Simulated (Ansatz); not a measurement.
# H2O2Si: the cost of one run

Method: PBE0-D4/def2-TZVP structures, single points in def2-TZVPP, no counterpoise correction; program: Ansatz 0.2.0, Gaussian basis.

Levels: SPW92, PBE-D4, BLYP-D4, r2SCAN-D4, B97M-V, PBE0-D4, B3LYP-D4, r2SCAN0-D4, BHLYP-D4, CAM-B3LYP-D4, wB97X-V, wB97M-V, B2PLYP, PBE-QIDH, RPA on PBE, Hartree-Fock, MP2, CCSD, CCSD(T).

Correlated methods freeze the cores. B3LYP uses VWN-RPA correlation. B2PLYP carries no dispersion term here.

94 further runs of the same task are left out: 94 set aside as unsound or not needed.

## (1) The system as given

The complex: 8 atoms, charge 0, spin multiplicity 1.

Atoms are counted from 1 here; the program's logs count them from 0.

Bond lengths: Si1–O4 1.658 Å, Si1–O5 1.672 Å, O2–H3 0.963 Å, O2–H6 0.962 Å, O4–H7 0.961 Å, O5–H8 0.961 Å. Angles: O4–Si1–O5 105.7°, H3–O2–H6 106.3°, Si1–O4–H7 121.7°, Si1–O5–H8 120.5°.

Coordinates:

| atom | x (Å) | y (Å) | z (Å) |
| --- | --- | --- | --- |
| Si1 | -0.7592 | -0.0515 | 0.9690 |
| O2 | 0.2318 | -1.1149 | -0.9681 |
| H3 | -0.4039 | -0.8057 | -1.6227 |
| O4 | 0.7390 | 0.1981 | 1.6342 |
| O5 | -1.0053 | 1.2241 | -0.0830 |
| H6 | 0.1123 | -2.0678 | -0.9045 |
| H7 | 1.4040 | 0.7347 | 1.1947 |
| H8 | -0.3188 | 1.8830 | -0.2196 |

Its parts: SiH₂O₂ holds atoms 1, 4, 5, 7, 8; H₂O holds atoms 2, 3, 6. Each part counts its atoms afresh in its own runs.

## (2) Relaxing SiH₂O₂ alone

relax-a/in.yaml

```yaml
crystal:
  periodic: [false, false, false]
  atoms:
    - {symbol: Si, position_ang: [-0.759192, -0.051546, 0.969012]}
    - {symbol: O, position_ang: [0.739037, 0.198109, 1.634165]}
    - {symbol: O, position_ang: [-1.005299, 1.224120, -0.082995]}
    - {symbol: H, position_ang: [1.404027, 0.734651, 1.194708]}
    - {symbol: H, position_ang: [-0.318765, 1.883012, -0.219563]}
basis:
  gaussian: {orbitals: def2-TZVP}
hamiltonian: {xc: pbe0, dispersion: d4}
relax: {f_tol: 0.005, max_steps: 200}
```

The run is started by

```console
ansatz run in.yaml --threads 2 --pin off --events-out ev --progress --plain --max-ram 4352MiB
```

**Question.** How long does this run take on 2 threads of Arm Neoverse V1, shared host?

About 10 s.
